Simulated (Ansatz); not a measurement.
Cd3Pd, space group I4/mmm: a convergence test of the plane-wave cutoff, run with Ansatz's Python interface.

Input file `cd3pd.xyz`:
```text
4
Lattice="-2.07102298 2.07102298 4.35339222 2.07102298 -2.07102298 4.35339222 2.07102298 2.07102298 -4.35339222" Properties=species:S:1:pos:R:3 pbc="T T T"
Cd    0.00000000    2.07102298    2.17669611
Cd    2.07102298    0.00000000    2.17669611
Cd    0.00000000    0.00000000    4.35339222
Pd    0.00000000    0.00000000    0.00000000
```

Script `run_ecut.py`:
```python
'''Cutoff test for Cd3Pd.'''

import warnings

import ansatz as az

warnings.simplefilter('ignore', az.DeckWarning)

cell = az.Crystal.from_extxyz('cd3pd.xyz')

setup = (
    cell.calculation()
    .functional(az.Functional.PBESOL)
    .kpoints(8, center='gamma')
    .occupations('Fermi-Dirac', width=0.15)
    .stress()
)

rows = []
for value in [250, 325, 400, 475, 550]:
    report = setup.basis(value).run().report
    rows.append((value, report['free_energy_ev'] / len(report['lattice']['sites']), report['n_iterations'], sum(report['stress_gpa'][i][i] for i in range(3)) / 3, report['n_pw']))

print(' cutoff (eV)   F/atom (eV)    iterations       P (GPa)   plane waves')
for row in rows:
    print(f'{str(row[0]):>12s}  {row[1]:12.5f}  {row[2]:12d}  {row[3]:12.3f}  {row[4]:12d}')

# differences from the last row
for row in rows[:-1]:
    shift = 1000 * (row[1] - rows[-1][1])
    print(f'{row[0]}: {shift:+.2f} meV/atom' + ('  (within 2 meV)' if abs(shift) < 2 else ''))
```

From which cutoff on is the energy per atom within 2 meV of the last row, and how does it get there?

From 400 eV on it stays within 2 meV an atom of the value at 550 eV; the first row (250 eV) is off by 1613.7 meV and the last but one by 0.29 meV. The energy falls steadily, as expected when plane waves are added. The pressure moves from -3.06 to -3.30 GPa (the program's stress holds a Pulay correction, so it settles early). The last run costs about 2.2 times the first.

What the script printed:

Running `python run_ecut.py` prints:
```text
 cutoff (eV)   F/atom (eV)    iterations       P (GPa)   plane waves
         250   -7863.34845             8        -3.061           687
         325   -7864.92719             7        -3.409          1001
         400   -7864.96064             7        -3.293          1363
         475   -7864.96189             7        -3.305          1751
         550   -7864.96218             7        -3.305          2145
250: +1613.73 meV/atom
325: +34.99 meV/atom
400: +1.54 meV/atom  (within 2 meV)
475: +0.29 meV/atom  (within 2 meV)
```

What to keep in mind:
- For a metal this k-point mesh is coarse: on a finer one energies can move by several to tens of meV an atom and pressures by half a GPa or more, differences at one mesh by less.
- A Fermi-Dirac width this large means warm electrons, whose thermal share enters the free energy.
- Pressure is positive in compression.
- This cell is a computed structure, which may not be the phase found in nature.
- Shifts are counted from the last row, which is itself no proven limit.
- The script silences the warnings on its input, which a real study should read.
- Timing: 44 s on 1 thread of Arm Neoverse V1, with other jobs on the host, peak memory 0.56 GiB.
